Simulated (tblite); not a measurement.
# C₅H₈GeO₂S: geometry, infrared bands and NMR shifts

Computed with tblite 0.8.0 and PySCF 2.14.0, with density-fitted response routines of our own, on a single molecule in the gas phase. Atoms count from 0, in the outputs and in this text.

## 1. The molecule as given

17 atoms, charge 0, multiplicity 1; geometry from: force field or distance geometry start.

Bonds of the start (Å): O0–C1 1.25, C1–O2 1.39, O2–C3 1.39, C3–C4 1.31, C4–C5 1.50, C5–C6 1.51, C6–S7 1.83, S7–Ge8 2.24, Ge8–C4 1.94, C1–H9 1.10, C3–H10 1.09, C5–H11 1.10, C5–H12 1.11, C6–H13 1.12, C6–H14 1.11, Ge8–H15 1.52, Ge8–H16 1.54.

## 2. Geometry optimisation with GFN2-xTB

The job: settings as JSON, then the geometry in Å.

```
{"job": {"kind": "relax", "xc": "GFN2-xTB", "basis": "xTB"}, "charge": 0, "multiplicity": 1}
O      2.319100     1.601900    -0.821600
C      2.856500     0.926500     0.079000
O      2.381400    -0.297300     0.535100
C      1.233200    -0.890700     0.027300
C      0.049900    -0.335300     0.099400
C     -1.277800    -0.843400    -0.394500
C     -2.166100    -0.996800     0.820800
S     -2.383900     0.669800     1.539200
Ge    -0.383000     1.402100     0.846600
H      3.766900     1.367400     0.514600
H      1.320900    -1.880300    -0.419200
H     -1.651700    -0.101400    -1.113300
H     -1.140700    -1.832000    -0.881300
H     -3.147500    -1.428900     0.484600
H     -1.688800    -1.631000     1.590000
H      0.533700     1.823300     1.983400
H     -0.628900     2.458000    -0.250500
```

The run is started by

```sh
OMP_NUM_THREADS=1 python probes_run.py task.json out
```

The driver reads the jobs from task.json and runs them one after another.

**Question.** How long does this first job take on 1 thread of Intel Xeon, shared host?

About 1.1 s.
